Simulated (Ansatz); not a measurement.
This script for Ansatz 0.2.0 through its Python package starts 4 runs on HfOs, space group Pm-3m. What input does the engine get in each?

`run_walk.py`
```python
"""Move one atom of HfOs step by step, each SCF seeded by the last."""

import ansatz
import numpy as np

xtal = (
    ansatz.Lattice.of([3.239, 0.0, 0.0], [0.0, 3.239, 0.0], [0.0, 0.0, 3.239])
    .atom("Hf", [0.0, 0.0, 0.0])
    .atom("Os", [0.5, 0.5, 0.5])
)

start = np.array(xtal.resolved().sites[1].position)
previous, rows = None, []
for step in range(4):
    target = start + step * 0.01 * np.eye(3)[0]
    base = (
        xtal.move(1, to=target).calculation()
        .functional("r2scan")
        .basis(17 * ansatz.Ha)
        .accuracy("medium")  # preset for grids and thresholds
        .kpoints(4, center="gamma")
        .occupations(ansatz.OccupationsMethod.FERMI_DIRAC, width=0.01)
        .scf(self_checks="high")
        .forces()  # eV per angstrom
    )
    session = base.session()
    if previous is not None:
        session.seed_next_step(previous)
    previous = session.plan(retain="wavefunctions").execute()
    report = previous.report
    shift = float(np.linalg.norm((target - start) @ np.array(report["lattice"]["cell_ang"])))
    rows.append((step, shift, report["lagrangian_ev"], float(np.linalg.norm(report["forces_ev_ang"][1])), report["n_iterations"], report["n_symmetry_ops"]))
rows = [(row[0], row[1], 1000 * (row[2] - rows[0][2]), *row[3:]) for row in rows]
for row in rows:
    print("; ".join(f"{name} = {round(v, 4) if isinstance(v, float) else v}" for name, v in zip(["step", "moved A", "dE meV", "force on it eV/A", "iterations", "symmetry operations"], row)))
```

Run 1:
```yaml
crystal:
  lattice:
    - [3.239, 0.0, 0.0]
    - [0.0, 3.239, 0.0]
    - [0.0, 0.0, 3.239]
  atoms:
    - { symbol: Hf, position: [0.0, 0.0, 0.0] }
    - { symbol: Os, position: [0.5, 0.5, 0.5] }
accuracy: medium
basis:
  ecutwfc: 462.593566181796
kpoints:
  mp_grid:
    grid: [4, 4, 4]
    shift: [0.0, 0.0, 0.0]
hamiltonian:
  xc: r2scan
scf:
  self_checks: high
  occupations:
    method: fermi_dirac
    width: 0.01
output:
  forces: true
```

Run 2, against run 1:
```diff
-    - { symbol: Os, position: [0.5, 0.5, 0.5] }
+    - { symbol: Os, position: [0.51, 0.5, 0.5] }
```

Run 3, against run 1:
```diff
-    - { symbol: Os, position: [0.5, 0.5, 0.5] }
+    - { symbol: Os, position: [0.52, 0.5, 0.5] }
```

Run 4, against run 1:
```diff
-    - { symbol: Os, position: [0.5, 0.5, 0.5] }
+    - { symbol: Os, position: [0.53, 0.5, 0.5] }
```

```console
$ python run_walk.py
DeckWarning: basis.ecutwfc = 462.593566181796 eV is below the records' recommended 500 eV, and the density's cutoff is lower with it unless basis.ecutrho_ratio is high enough to keep the records' density cutoff: compare with a run at a higher cutoff
step = 0; moved A = 0.0; dE meV = 0.0; force on it eV/A = 0.0; iterations = 9; symmetry operations = 48
step = 1; moved A = 0.0324; dE meV = 4.499; force on it eV/A = 0.2704; iterations = 8; symmetry operations = 8
step = 2; moved A = 0.0648; dE meV = 17.4012; force on it eV/A = 0.5333; iterations = 7; symmetry operations = 8
step = 3; moved A = 0.0972; dE meV = 39.621; force on it eV/A = 0.8431; iterations = 8; symmetry operations = 8
```
(Warnings from the package without file and line.)

Reading the output:
- The settings weren't tested for convergence.
- The cutoff lies under the one recommended for these potentials.
- For a metal this mesh is far too coarse, so the numbers only illustrate the procedure.
- Spin-orbit coupling, which matters for elements this heavy, is left out.
- The starting cell is as deposited in a crystallographic database; the results hold for this polymorph, which needn't be the stable one.
- The first step keeps the crystal's symmetry; the moved atom lowers it.
- Timing: 14 s on 1 thread of Intel(R) Xeon(R) Platinum 8259CL CPU @ 2.50GHz (Skylake/Cascade Lake), with other jobs on the host, peak memory 0.48 GiB.

(Lines on the test bed's own set-up are left out of the output.)
